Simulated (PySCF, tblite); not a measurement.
**C4H5F4O radical: geometry, infrared bands and EPR parameters**

What infrared bands and EPR parameters should C4H5F4O radical (`CO[CH][C@@H](F)C(F)(F)F`) show?

Programs: tblite 0.8.0 and PySCF 2.14.0, with density-fitted response routines of our own. Each step states its level of theory. These are calculated values for one molecule in the gas phase, unless marked as measured. Atoms are numbered from 0 throughout.

### Step 1. The molecule as given

14 atoms, charge 0, multiplicity 2; geometry from: force field or distance geometry start.

Bonds of the start (Å): C0–O1 1.41, O1–C2 1.36, C2–C3 1.48, C3–F4 1.36, C3–C5 1.52, C5–F6 1.36, C5–F7 1.36, C5–F8 1.35, C0–H9 1.09, C0–H10 1.10, C0–H11 1.10, C2–H12 1.08, C3–H13 1.10.

### Step 2. Optimising the geometry with GFN2-xTB

The job: settings as JSON, then the geometry in Å.

```
{"job": {"kind": "relax", "xc": "GFN2-xTB", "basis": "xTB"}, "charge": 0, "multiplicity": 2}
C     -2.481600    -0.119500     0.306300
O     -1.149800    -0.479900     0.595500
C     -0.282000    -0.209800    -0.421200
C      1.148800    -0.564700    -0.286500
F      1.496200    -1.392400    -1.310400
C      2.068400     0.644700    -0.257600
F      1.976300     1.383900    -1.391700
F      3.376400     0.281100    -0.116400
F      1.796000     1.465000     0.785600
H     -2.867200    -0.678000    -0.552700
H     -3.113400    -0.367700     1.171300
H     -2.570500     0.957800     0.128300
H     -0.700400     0.230400    -1.314800
H      1.302100    -1.151300     0.637100
```

The run is started by

```bash
OMP_NUM_THREADS=1 python probes_run.py task.json out
```

One launch serves the whole session: the jobs run in the order shown.

**Question.** This job is followed by: GFN2-xTB harmonic vibrations, gas phase; UKS B3LYP, pcH-1 on C F H O, non-relativistic, mean-field spin-orbit, GIAO. What will the session give for the following? strongest single infrared mode (GFN2-xTB); zero-point energy (GFN2-xTB); g(iso) (B3LYP); ⟨S²⟩; largest a(iso) (averaged by class); potential on the surface of density 0.002 e/bohr³, 1st and 99th percentile.

**Answer**, as computed:

| quantity | value |
| --- | --- |
| strongest single infrared mode (GFN2-xTB) | 1087 cm⁻¹, 257 km/mol |
| zero-point energy (GFN2-xTB) | 54.6 kcal/mol |
| g(iso) (B3LYP) | 2.00316 |
| ⟨S²⟩ | 0.753 (exact 0.75) |
| largest a(iso) (averaged by class) | 19F on F4, 314.6 MHz |
| potential on the surface of density 0.002 e/bohr³, 1st and 99th percentile | -0.96 V and 1.27 V |

**Reading.** The optimisation took 82 steps and gained 0.121 eV; among the close pairs (by a distance rule), C3–F4 changed most, from 1.362 to 1.404 Å. No mode is imaginary among the 36: a minimum at this level. The strongest single mode, at 1087 cm⁻¹, moves mainly C5. Unscaled tight-binding wavenumbers are off by several per cent, some by more. Its intensities can rank the bands wrongly. C2 carries the largest spin population, 0.83 e. The isotropic g lies 0.8 ppt above the free-electron value. The conformer search found further structures of the same energy, which may be mirror or relabelled copies of this one.
